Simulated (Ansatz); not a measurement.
# Al: the cost of one run

Computed with Ansatz 0.2.0 (DFT PBEsol+D3(BJ), scalar-relativistic, plane waves, PAW, unless a step's input says otherwise).

1 further run of the same task is left out (set aside as unsound or not needed). Runs told in other sessions of the task aren't counted.

## 1. The structure to begin with

The structure is cubic, space group Fm-3m (No. 225). Conventional cell: a = 3.963 Å, b = 3.963 Å, c = 3.963 Å, α = 90.00°, β = 90.00°, γ = 90.00°. Around Al (site symmetry m-3m) lie 12 Al at 2.80 Å.

Coordinates:

```cif
data_structure
_symmetry_space_group_name_H-M 'P 1'
_symmetry_Int_Tables_number 1
_cell_length_a 5.6039
_cell_length_b 5.6039
_cell_length_c 5.6039
_cell_angle_alpha 60.000
_cell_angle_beta 60.000
_cell_angle_gamma 60.000
_cell_volume 124.44
loop_
_atom_site_label
_atom_site_type_symbol
_atom_site_fract_x
_atom_site_fract_y
_atom_site_fract_z
_atom_site_occupancy
Al1 Al 0.00000 0.00000 0.00000 1
Al2 Al 0.50000 0.00000 0.00000 1
Al3 Al 0.00000 0.50000 0.00000 1
Al4 Al 0.00000 0.00000 0.50000 1
Al5 Al 0.50000 0.50000 0.00000 1
Al6 Al 0.50000 0.00000 0.50000 1
Al7 Al 0.00000 0.50000 0.50000 1
Al8 Al 0.50000 0.50000 0.50000 1
```

It is built from the cell relaxed beforehand with the same method (15.55 Å³/atom).

## 2. Zero of energy

The cell is repeated 8 times, 8 atoms in all. Reference values: F = -4199.0447 eV; pressure 0.00 GPa; largest force 0.000 eV/Å; gap on the mesh none (metal). It was computed beforehand with the settings of the runs below.

## 3. The scan: rattled cells

All atoms are moved at random with no net shift, in some cells together with a random strain.

## 4. At rms move = 0.171 Å

input.yaml reads:

```yaml
crystal:
  lattice:
    - [-4.1750488928, 3.8593309638, -0.0109500784]
    - [-4.4457260725, -0.2816272581, 3.8251414887]
    - [0.0872594233, 3.9356403087, 3.6307736539]
  atoms:
    - { symbol: Al, position: [-0.0079253438, 0.0415740088, -0.0177848421] }
    - { symbol: Al, position: [0.4821777376, -0.0096093793, 0.0212368255] }
    - { symbol: Al, position: [0.0018115696, 0.5079398041, -0.0098773308] }
    - { symbol: Al, position: [0.0045008523, -0.0235167342, 0.5036450935] }
    - { symbol: Al, position: [0.5010361202, 0.4424944581, 0.0192314262] }
    - { symbol: Al, position: [0.4861660544, 0.0399395279, 0.5139511163] }
    - { symbol: Al, position: [0.0303022849, 0.4952225466, 0.4689054269] }
    - { symbol: Al, position: [0.5019307248, 0.505955768, 0.5006922845] }
basis:
  ecutwfc: 420
kpoints:
  mp_grid: { grid: [14, 14, 14] }
hamiltonian:
  xc: pbesol
  dispersion: d3bj
scf:
  occupations: { method: gaussian, width: 0.15 }
output:
  forces: true
  stress: true
  eigenvalues: true
  write_density: true
  write_potential: true
  elf: true
  volumetric_format: npy
```

On the command line:

```
> ansatz run input.yaml --threads 1 --pin off --max-ram 2560MiB --backend cpu --events-out ev --progress --plain --runs-dir out
```

**Question.** How long does this run take on 1 thread of Intel Xeon 6975P-C (Granite Rapids), shared host, and how much memory does it need?

About 2.8 min, with a peak of 2.2 GiB.
